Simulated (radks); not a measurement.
# Bi⁺ in [Hg] 6p2: an all-electron calculation

An exercise on one series of results from a longer session: the logs are not shown, and one member is left open.

Method: scalar-relativistic Kohn-Sham, PBE, spin-unpolarised, spherical densities, finite nucleus. Code: radks (a radial shooting solver on a logarithmic mesh, Libxc functionals) version 1.

## Starting point

```
element            : bismuth (Z = 83)
charge             : +1
electrons          : 82
configuration      : [Hg] 6p2
nuclear rms radius : 5.5211 fm
```

The outer shells:

Bi⁺
```
[Hg] core
6p [↑ ][↑ ][  ]
```

The first run:

Input:

```text
Z 83
configuration [Hg] 6p2 7s0 5f0 6d0 7p0
relativity scalar-relativistic
functional pbe,pbe
spin unpolarised
nucleus finite rms 5.5211 fm
c 137.035999084
```

Command:

```bash
$ python run_ks.py task.json out
```

This one command runs every case of the session in turn.

Steps of the session up to this table: Self-consistent calculation.

One of the session's tables, all rows but one given; the rest of the session is left out.

It belongs to the step «Shells». From the orbitals of this run (lengths in bohr):

| level | <r> | outermost maximum (interpolated) | 90 % within | nodes |
| --- | --- | --- | --- | --- |
| 1s | 0.01580 | 0.00966 | 0.0290 | 0 |
| 2s | 0.06649 | 0.0562 | 0.103 | 1 |
| 2p | 0.06054 | 0.0469 | 0.0988 | 0 |
| 3s | 0.1716 | 0.158 | 0.252 | 2 |
| 3p | 0.1737 | 0.159 | 0.260 | 1 |
| 3d | 0.1575 | 0.129 | 0.244 | 0 |
| 4s | 0.3771 | 0.356 | 0.540 | 3 |
| 4p | 0.4026 | 0.376 | 0.583 | 2 |
| 4d | ? | ? | ? | ? |
| 5s | 0.8312 | 0.771 | 1.18 | 4 |
| 4f | 0.4410 | 0.342 | 0.698 | 0 |
| 5p | 0.9481 | 0.860 | 1.36 | 3 |
| 5d | 1.231 | 1.03 | 1.85 | 2 |
| 6s | 2.123 | 1.86 | 3.08 | 5 |
| 6p | 2.800 | 2.37 | 4.15 | 4 |
| 7s | 5.504 | 4.98 | 7.88 | 6 |

Q: Estimate the row for 4d from the others.

The run gave: <r>: 0.4225; outermost maximum (interpolated): 0.381; 90 % within: 0.628; nodes: 1. In the column «<r>» it lies between 4p (0.4026) and 4f (0.4410).

To keep in mind: Spin polarisation and multiplet splitting are left out.
